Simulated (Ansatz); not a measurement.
# GeH3O (SMILES [O][GeH3]): UBCCD(T)/STO-3G

Aim: the vertical ionisation energy of GeH3O at UBCCD(T)/STO-3G, from 2 runs. 

The results are computed with Ansatz 0.2.0.

80 further runs of the same task are left out: 25 that didn't finish, 55 set aside as unsound or not needed.

### 1 Starting point

GeH3O: 5 atoms, total charge 0, spin state doublet. SMILES: `[O][GeH3]`. The shape is that of a PBE0-D4/def2-TZVP optimisation.

Bond lengths: O1–Ge2 1.795 Å, Ge2–H3 1.536 Å, Ge2–H4 1.536 Å, Ge2–H5 1.537 Å. Angles: O1–Ge2–H3 109.7°, O1–Ge2–H4 109.7°, O1–Ge2–H5 102.4°, H3–Ge2–H4 111.5°, H3–Ge2–H5 111.6°, H4–Ge2–H5 111.6°.

### 2 A single-point energy at UBCCD(T)/STO-3G

File in.yaml:

```yaml
crystal:
  periodic: [false, false, false]
  atoms:
    - {symbol: O, position_ang: [-1.443900, 0.418600, 0.777300]}
    - {symbol: Ge, position_ang: [0.072300, -0.056300, -0.056900]}
    - {symbol: H, position_ang: [-0.162200, -0.091200, -1.574700]}
    - {symbol: H, position_ang: [0.548000, -1.418100, 0.471500]}
    - {symbol: H, position_ang: [1.035700, 1.073400, 0.341400]}
basis:
  gaussian: {orbitals: STO-3G}
magnetization: {spin_polarized: true, initial_magnetization: 1}
correlation: {method: bccd_t, frozen_orbitals: {Ge: 9, H: 0, O: 1}}
accuracy: high
scf: {omitted_lower_state_checks: [cluster_reference, increment]}
```

Started as:

```bash
ansatz run in.yaml --threads 1 --pin off --max-ram 2610MiB --events-out events.jsonl --progress --plain --runs-dir runs
```

Log, cut to the lines that bear on the results:

```text
Warning: RAYON_NUM_THREADS=1 ignored (pool sized by the plan → 1); use --threads N
Functional definition: HF
  name "HF"
[...]
384 factors; integrals over basis functions are off by at most 5.4e-9 eV
[...]
mean field -57887.37489137 eV, -2127.3217897860 hartree, gradient 2.9e-8 eV, S^2 0.758155; 4 other end points of the search recorded, 0 dependent functions left out
10 core orbitals not correlated: weight in the atoms' cores, before any rotation towards them, 1.000 or more for the frozen orbitals, at most 0.000 for the correlated occupied ones
reference -57887.37489137 eV, -2127.3217897860 hartree; 12, 11 occupied and 4, 5 virtual orbitals, 384 factors
second order -1.43530166 eV of doubles, -0.00000000 eV of singles
cycle   1  -1.84828788 eV  change   -4.1e-1 eV  update   6.1e-2
[...]
cycle  33  -2.10789046 eV  change  -5.9e-10 eV  update   2.3e-9
perturbative correction -0.04099303 eV, -0.0015064661 hartree
Total energy: -57889.52377486 eV, -2127.4007597975 hartree
Checks for a lower state left out: cluster_reference, increment
```

Wall time 0.87 s (1 thread of Arm Neoverse V1, shared host).

### 3 The singlet cation at the same level

File run.yaml:

```yaml
basis:
  gaussian:
    orbitals: STO-3G
crystal:
  periodic: [false, false, false]
  atoms:
    - {symbol: O, position_ang: [-1.443900, 0.418600, 0.777300]}
    - {symbol: Ge, position_ang: [0.072300, -0.056300, -0.056900]}
    - {symbol: H, position_ang: [-0.162200, -0.091200, -1.574700]}
    - {symbol: H, position_ang: [0.548000, -1.418100, 0.471500]}
    - {symbol: H, position_ang: [1.035700, 1.073400, 0.341400]}
total_charge: 1
correlation:
  method: bccd_t
  frozen_orbitals: {Ge: 9, H: 0, O: 1}
accuracy: high
scf:
  omitted_lower_state_checks: [cluster_reference, increment]
```

Started as:

```bash
ansatz run run.yaml --threads 1 --pin off --max-ram 2610MiB --events-out events.jsonl --progress --plain --runs-dir runs
```

Log, cut to the lines that bear on the results:

```text
Warning: RAYON_NUM_THREADS=1 ignored (pool sized by the plan → 1); use --threads N
[... 2 set-up lines as earlier in the session ...]
[...]
382 factors; integrals over basis functions are off by at most 5.4e-9 eV
[...]
mean field -57877.48937297 eV, -2126.9585036853 hartree, gradient 1.9e-8 eV, S^2 0.000000; 7 other end points of the search recorded, 0 dependent functions left out; unrestricted orbitals would lower it
10 core orbitals not correlated: weight in the atoms' cores, before any rotation towards them, 1.000 or more for the frozen orbitals, at most 0.000 for the correlated occupied ones
reference -57877.48937297 eV, -2126.9585036853 hartree; 11, 11 occupied and 5, 5 virtual orbitals, 382 factors
second order -1.74629280 eV of doubles, -0.00000000 eV of singles
cycle   1  -2.29517226 eV  change   -5.5e-1 eV  update   9.7e-2
[...]
cycle  85  -3.04684264 eV  change   -2.0e-9 eV  update   1.5e-9
perturbative correction -0.20829322 eV, -0.0076546347 hartree
Total energy: -57880.74450883 eV, -2127.0781277217 hartree
Checks for a lower state left out: cluster_reference, increment
```

Wall time 0.76 s (1 thread of Arm Neoverse V1, shared host).

### 4 Results

Level: UBCCD(T)/STO-3G, 10 core orbitals frozen.

| quantity | value |
| --- | --- |
| doublet GeH3O: total energy | -2127.40076 Eh |
| doublet GeH3O: correlation energy (10 core orbitals frozen) | -79.0 mEh |
| doublet GeH3O: (T) correction | -1.51 mEh |
| doublet GeH3O: ⟨S²⟩ of the reference determinant | 0.758 |
| singlet cation: total energy | -2127.07813 Eh |
| singlet cation: correlation energy (10 core orbitals frozen) | -119.6 mEh |
| singlet cation: (T) correction | -7.65 mEh |
| vertical ionisation energy (to the singlet cation) | 8.779 eV |

**Reading.** The vertical ionisation energy comes to 8.78 eV (847 kJ/mol). Only the singlet of the ionised species was computed; a triplet could lie lower. In a minimal basis such a difference can be off by several eV, whatever the method. The triples (doublet GeH3O) make up 1.9 % of the correlation energy. The restricted solution (singlet cation) is unstable to spin breaking: an unrestricted one lies lower. The triples (singlet cation) make up 6.4 % of the correlation energy.
